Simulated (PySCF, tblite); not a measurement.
**C₃H₄BF₃S: geometry, infrared bands and NMR shifts**

What infrared bands and NMR shifts should C₃H₄BF₃S (`CS/C=C(/F)B(F)F`) show?

The runs use tblite 0.8.0 and PySCF 2.14.0, with density-fitted response routines of our own; the level of theory stands in each step. All values are computed, except where a source is named. Atoms are numbered from 0 throughout.

### 1 The starting structure

12 atoms, charge 0, multiplicity 1; geometry from: force field or distance geometry start.

Bonds of the start (Å): C0–S1 1.82, S1–C2 1.82, C2–C3 1.34, C3–F4 1.37, C3–B5 1.57, B5–F6 1.45, B5–F7 1.44, C0–H8 1.11, C0–H9 1.12, C0–H10 1.11, C2–H11 1.09.

### 2 Optimising the geometry with GFN2-xTB

Job settings and geometry (Å):

```
{"job": {"kind": "relax", "xc": "GFN2-xTB", "basis": "xTB"}, "charge": 0, "multiplicity": 1}
C     -1.885500     0.418800     0.529600
S     -1.320700    -0.439200    -0.971200
C      0.107600    -1.186700    -0.120600
C      1.325000    -0.629700    -0.087200
F      2.300800    -1.309300     0.595600
B      1.724100     0.733600    -0.747900
F      3.089400     1.208400    -0.619600
F      0.787900     1.541800    -1.479700
H     -1.114200     1.130800     0.884200
H     -2.821400     0.985300     0.291500
H     -2.124100    -0.313900     1.330300
H     -0.067600    -2.140600     0.368900
```

Run with:

```bash
> OMP_NUM_THREADS=1 python probes_run.py task.json out
```

The driver reads the jobs from task.json and runs them one after another.

Log:

```text
step      E/eV     max force
  0    -739.15946    3.781
  1    -739.62490    2.356
  2    -739.75335    2.908
  3    -739.83164    0.607
  4    -739.84878    0.370
  5    -739.85873    0.154
  6    -739.86015    0.116
  7    -739.86289    0.100
  8    -739.86356    0.115
  9    -739.86465    0.102
 10    -739.86560    0.105
 11    -739.86625    0.079
 12    -739.86673    0.063
 13    -739.86713    0.065
 14    -739.86767    0.101
 15    -739.86841    0.126
 16    -739.86923    0.112
 17    -739.86989    0.077
 18    -739.87039    0.064
 19    -739.87086    0.084
 20    -739.87142    0.104
 21    -739.87198    0.099
 22    -739.87239    0.065
 23    -739.87265    0.042
 24    -739.87288    0.041
 25    -739.87314    0.065
 26    -739.87343    0.075
 27    -739.87371    0.067
 28    -739.87399    0.054
 29    -739.87435    0.068
 30    -739.87492    0.105
 31    -739.87574    0.133
 32    -739.87663    0.121
 33    -739.87739    0.074
 34    -739.87817    0.075
 35    -739.87929    0.113
 36    -739.88102    0.190
 37    -739.88349    0.232
 38    -739.88681    0.184
 39    -739.89059    0.169
 40    -739.89089    0.250
 41    -739.89288    0.441
 42    -739.89723    0.109
 43    -739.89925    0.104
 44    -739.89627    0.528
 45    -739.90721    0.177
 46    -739.91057    0.187
 47    -739.90891    0.539
 48    -739.92317    0.167
 49    -739.92733    0.139
 50    -739.93349    0.282
 51    -739.93656    0.147
 52    -739.94096    0.140
 53    -739.94980    0.183
 54    -739.96295    0.319
 55    -739.96896    0.508
 56    -739.97872    0.303
 57    -739.98692    0.292
 58    -740.00219    0.325
 59    -740.01046    0.314
 60    -740.02022    0.237
 61    -740.02615    0.174
 62    -740.03022    0.175
 63    -740.03368    0.124
 64    -740.03879    0.224
 65    -740.04062    0.421
 66    -740.04809    0.244
 67    -740.05239    0.178
 68    -740.05835    0.162
 69    -740.06154    0.164
 70    -740.06757    0.193
 71    -740.07402    0.213
 72    -740.08039    0.219
 73    -740.08467    0.201
 74    -740.08942    0.245
 75    -740.09585    0.244
 76    -740.10221    0.221
 77    -740.10767    0.201
 78    -740.11173    0.192
 79    -740.11738    0.230
 80    -740.12459    0.267
 81    -740.13221    0.247
 82    -740.13862    0.191
 83    -740.14152    0.158
 84    -740.14460    0.147
 85    -740.14868    0.153
 86    -740.15165    0.189
 87    -740.15417    0.108
 88    -740.15517    0.047
 89    -740.15544    0.039
 90    -740.15561    0.042
 91    -740.15589    0.047
 92    -740.15649    0.060
 93    -740.15710    0.054
 94    -740.15793    0.069
 95    -740.15887    0.079
 96    -740.16009    0.095
 97    -740.16161    0.108
 98    -740.16347    0.157
 99    -740.16210    0.293
100    -740.16717    0.121
101    -740.16878    0.124
102    -740.17195    0.226
103    -740.17414    0.104
104    -740.17768    0.117
105    -740.18023    0.160
106    -740.18122    0.067
107    -740.18181    0.066
108    -740.18245    0.053
109    -740.18272    0.055
110    -740.18290    0.051
111    -740.18307    0.041
112    -740.18322    0.034
113    -740.18342    0.045
114    -740.18363    0.040
115    -740.18383    0.043
116    -740.18400    0.043
117    -740.18416    0.037
118    -740.18434    0.034
119    -740.18460    0.042
120    -740.18494    0.040
121    -740.18535    0.049
122    -740.18570    0.044
123    -740.18586    0.028
124    -740.18591    0.016
125    -740.18593    0.017
126    -740.18595    0.014
127    -740.18596    0.015
128    -740.18599    0.014
129    -740.18604    0.013
130    -740.18611    0.014
131    -740.18618    0.012
132    -740.18621    0.007
```

Run time: 0.57 s. Hardware: 1 thread of Intel Xeon 6975P-C, shared host.

Step by step: (not every step is listed)

| step | energy from step 0 (eV) | largest force (eV/Å) |
| --- | --- | --- |
| 0 | 0.0000 | 3.7809 |
| 1 | -0.4654 | 2.3560 |
| 2 | -0.5939 | 2.9079 |
| 3 | -0.6722 | 0.6070 |
| 4 | -0.6893 | 0.3698 |
| 5 | -0.6993 | 0.1536 |
| 6 | -0.7007 | 0.1159 |
| 7 | -0.7034 | 0.0999 |
| 8 | -0.7041 | 0.1148 |
| 19 | -0.7114 | 0.0837 |
| 30 | -0.7155 | 0.1049 |
| 41 | -0.7334 | 0.4414 |
| 52 | -0.7815 | 0.1398 |
| 63 | -0.8742 | 0.1243 |
| 74 | -0.9300 | 0.2450 |
| 85 | -0.9892 | 0.1526 |
| 96 | -1.0006 | 0.0955 |
| 107 | -1.0224 | 0.0658 |
| 118 | -1.0249 | 0.0342 |
| 127 | -1.0265 | 0.0146 |
| 128 | -1.0265 | 0.0143 |
| 129 | -1.0266 | 0.0134 |
| 130 | -1.0267 | 0.0136 |
| 131 | -1.0267 | 0.0117 |
| 132 | -1.0267 | 0.0070 |

Close pairs (by a distance rule), those that changed most:

| bond | before (Å) | after (Å) | change (Å) |
| --- | --- | --- | --- |
| B5–F6 | 1.451 | 1.315 | -0.136 |
| B5–F7 | 1.437 | 1.322 | -0.115 |
| S1–C2 | 1.823 | 1.721 | -0.102 |
| C0–H9 | 1.120 | 1.085 | -0.035 |
| C0–H10 | 1.111 | 1.085 | -0.026 |
| C3–B5 | 1.567 | 1.542 | -0.025 |
| C0–H8 | 1.108 | 1.085 | -0.023 |
| C2–C3 | 1.339 | 1.350 | +0.010 |

The next job starts from the end point, and lists it.

### 3 Vibrational analysis with GFN2-xTB

Job settings and geometry (Å):

```
{"job": {"kind": "ir", "xc": "GFN2-xTB", "basis": "xTB"}, "charge": 0, "multiplicity": 1}
C     -2.398891     0.098664     0.585586
S     -0.958245     0.679199    -0.372464
C      0.244350    -0.366938     0.276655
C      1.546272    -0.381328    -0.078761
F      2.306549    -1.308203     0.580899
B      2.261602     0.502547    -1.120334
F      3.543700     0.412966    -1.400899
F      1.605174     1.423107    -1.805551
H     -2.221388     0.256327     1.644700
H     -3.246303     0.693303     0.261391
H     -2.582053    -0.949609     0.372076
H     -0.099569    -1.060721     1.030677
```

Log:

```text
mode    cm-1     km/mol
  1      54.4      1.24
  2      63.5      0.52
  3      81.0      0.53
  4     136.8      0.04
  5     183.2      3.40
  6     243.6      5.66
  7     250.0      1.46
  8     297.5     16.84
  9     329.6      1.52
 10     438.2     11.19
 11     489.4      9.63
 12     564.8     71.91
 13     673.8     10.57
 14     722.7     10.92
 15     819.4     33.27
 16     887.5     65.26
 17     936.7      3.07
 18     960.5     47.01
 19    1072.2    176.41
 20    1186.1    181.73
 21    1279.1    226.32
 22    1313.9     27.84
 23    1331.5    553.97
 24    1438.4      6.88
 25    1447.6      9.41
 26    1552.7    146.79
 27    3037.4      1.77
 28    3047.2      3.49
 29    3066.4      0.39
 30    3070.9      1.62
```

Run time: 0.25 s. Hardware: 1 thread of Intel Xeon 6975P-C, shared host.

The strongest bands and the atoms that carry them (share of the mass-weighted mode):

| cm⁻¹ | km/mol | atoms |
| --- | --- | --- |
| 565 | 71.9 | B5 58 %, C3 34 % |
| 888 | 65.3 | C2 41 %, H11 14 %, S1 10 % |
| 960 | 47.0 | H9 36 %, C0 14 %, H8 14 %, H10 13 % |
| 1072 | 176.4 | C3 47 %, F4 24 % |
| 1186 | 181.7 | H11 58 %, B5 26 % |
| 1279 | 226.3 | B5 66 %, F7 13 %, F6 10 % |
| 1332 | 554.0 | B5 43 %, C3 26 %, H11 12 % |
| 1553 | 146.8 | C3 52 %, C2 46 % |

### 4 Nuclear shieldings: PBE0/pcSseg-1

Same as in step 3 but for these lines:

```diff
@@ -1,2 +1,2 @@
-{"job": {"kind": "ir", "xc": "GFN2-xTB", "basis": "xTB"}, "charge": 0, "multiplicity": 1}
+{"job": {"kind": "nmr", "xc": "PBE0", "basis": "pcSseg-1"}, "charge": 0, "multiplicity": 1}
 C     -2.398891     0.098664     0.585586
```

With the program's defaults for keys left out, this is: GIAO PBE0/pcSseg-1 NMR shielding, non-relativistic, gas phase.

Log:

```text
coarse grid: 11712 points
cycle   1  E = -838.5973629258  dE =  9.971e-01  |g| = 7.127e-01  |ddm| = 3.226e+00
cycle   2  E = -838.5176703149  dE =  7.969e-02  |g| = 1.047e+00  |ddm| = 9.677e-01
cycle   3  E = -838.6782753623  dE = -1.606e-01  |g| = 6.827e-02  |ddm| = 5.867e-01
cycle   4  E = -838.6791035178  dE = -8.282e-04  |g| = 3.432e-02  |ddm| = 8.902e-02
cycle   5  E = -838.6793587591  dE = -2.552e-04  |g| = 8.811e-03  |ddm| = 3.372e-02
cycle   6  E = -838.6793740420  dE = -1.528e-05  |g| = 1.739e-03  |ddm| = 1.021e-02
cycle   7  E = -838.6793746055  dE = -5.635e-07  |g| = 5.801e-04  |ddm| = 1.882e-03
final grid: 112880 points
cycle   8  E = -838.7434604926  dE = -5.577e-05  |g| = 9.038e-03  |ddm| = 2.754e-02
cycle   9  E = -838.7434460159  dE =  1.448e-05  |g| = 1.215e-02  |ddm| = 1.645e-02
cycle  10  E = -838.7434788270  dE = -3.281e-05  |g| = 1.083e-03  |ddm| = 1.007e-02
cycle  11  E = -838.7434790161  dE = -1.890e-07  |g| = 3.614e-04  |ddm| = 1.040e-03
cycle  12  E = -838.7434790424  dE = -2.634e-08  |g| = 1.108e-04  |ddm| = 4.091e-04
cycle  13  E = -838.7434790452  dE = -2.852e-09  |g| = 4.235e-05  |ddm| = 1.395e-04
cycle  14  E = -838.7434790457  dE = -4.170e-10  |g| = 7.085e-06  |ddm| = 4.223e-05
converged SCF energy = -838.7434790457

GIAO shielding tensors (ppm)
atom      isotropic    diamagn.    paramagn.     s11        s22        s33       span
  0 C      163.627     251.290     -87.663    139.887    162.169    188.825     48.938
  1 S      499.866    1057.481    -557.615    367.388    474.740    657.469    290.081
  2 C       32.174     262.633    -230.460    -71.381     40.749    127.152    198.533
  3 C       30.190     250.101    -219.911    -52.411     61.764     81.217    133.628
  4 F      306.364     473.585    -167.220    227.119    309.978    381.995    154.876
  5 B       79.593     193.916    -114.323     70.663     83.335     84.782     14.119
  6 F      257.498     464.159    -206.661    103.232    292.868    376.395    273.163
  7 F      256.985     469.840    -212.855    110.438    285.264    375.253    264.814
  8 H       29.283      29.900      -0.616     24.254     27.426     36.169     11.915
  9 H       29.687      28.694       0.992     24.872     26.674     37.513     12.642
 10 H       29.287      29.904      -0.617     24.261     27.430     36.169     11.908
 11 H       24.551      33.164      -8.613     21.379     22.266     30.007      8.628
```

It took 15 s on 1 thread of Intel Xeon 6975P-C, shared host; peak memory 0.73 GiB.

The references, computed at this level on geometries of the same kind, shield at (ppm): 1H TMS 31.72, 13C TMS 186.9, 19F CFCl3 170.9, 11B BF3·OEt2 100.1, 33S CS2 504. Their shielding less the atom's gives the shift. The references are single molecules in the gas phase, so shifts against H2O, NH3, PH3, H3PO4 or CFCl3 are not on the usual liquid scales and can be off by tens of ppm. Atoms listed in one row are averaged.

| atoms | environment | σ (ppm) | δ (ppm) | δ scaled to CDCl3 |
| --- | --- | --- | --- | --- |
| C3 | fully substituted alkene carbon | 30.2 | 156.7 | 151.1 |
| C2 | alkene CH | 32.2 | 154.8 | 144.7 |
| C0 | methyl carbon bonded to S | 163.6 | 23.3 | 16.4 |
| H11 | hydrogen on an alkene CH | 24.55 | 7.17 | 6.86 |
| H8, H9, H10 | hydrogen on a methyl carbon bonded to S | 29.42 | 2.30 | 2.27 |
| S1 | sulfide sulfur | 500 | 4 | – |
| F6, F7 | fluorine bonded to B | 257.2 | -86.3 | – |
| F4 | vinylic fluorine | 306.4 | -135.4 | – |
| B5 | boron bonded to C, 2 F | 79.6 | 20.5 | – |

The scaled column applies a straight-line fit of computed shieldings to shifts measured in CDCl3, with any fitted terms for Cl, Br or S neighbours, and one for carbons that bear F (root-mean-square error 0.16 ppm for H, 1.9 ppm for C).

Charges from the same density, by scheme (e):

| atoms | Mulliken | IAO | Hirshfeld | ESP fit |
| --- | --- | --- | --- | --- |
| C0 | -0.39 | -0.51 | -0.11 | -0.45 |
| S1 | 0.10 | 0.23 | 0.07 | -0.03 |
| C2 | -0.27 | -0.27 | -0.07 | -0.17 |
| C3 | 0.07 | 0.06 | -0.03 | -0.13 |
| F4 | -0.30 | -0.28 | -0.10 | -0.17 |
| B5 | 0.72 | 0.69 | 0.29 | 0.77 |
| F6, F7 | -0.28 | -0.31 | -0.14 | -0.30 |

Mayer bond orders: C0–S1 0.98, S1–C2 1.10, C2–C3 1.70, C3–F4 0.88, C3–B5 1.00, B5–F6 1.14, B5–F7 1.09.

### 5 Results

| quantity | value |
| --- | --- |
| strongest single infrared mode (GFN2-xTB) | 1332 cm⁻¹, 554 km/mol |
| zero-point energy (GFN2-xTB) | 44.3 kcal/mol |
| 13C shifts against TMS (PBE0/pcSseg-1) | 156.7, 154.8, 23.3 ppm |
| 1H shifts against TMS (PBE0/pcSseg-1, means over atoms taken as alike) | 7.17, 2.30 ppm |
| 33S shifts against CS2 (PBE0/pcSseg-1) | 4 ppm |
| 19F shifts against CFCl3 (PBE0/pcSseg-1, means over atoms taken as alike) | -86.3, -135.4 ppm |
| 11B shifts against BF3·OEt2 (PBE0/pcSseg-1) | 20.5 ppm |

**Reading.** The optimisation took 132 steps and gained 1.027 eV; among the close pairs (by a distance rule), B5–F6 changed most, from 1.451 to 1.315 Å. No mode is imaginary among the 30: a minimum at this level. The strongest single mode, at 1332 cm⁻¹, is carried by B5, C3, H11. Unscaled tight-binding wavenumbers are off by several per cent, some by more. Its intensities can rank the bands wrongly. H11 (hydrogen on an alkene CH) lies farthest downfield among hydrogen, at 7.17 ppm; olefinic region. At PBE0/pcSseg-1: The widest tensor belongs to S1: span 290 ppm, with a paramagnetic part of -558 ppm.
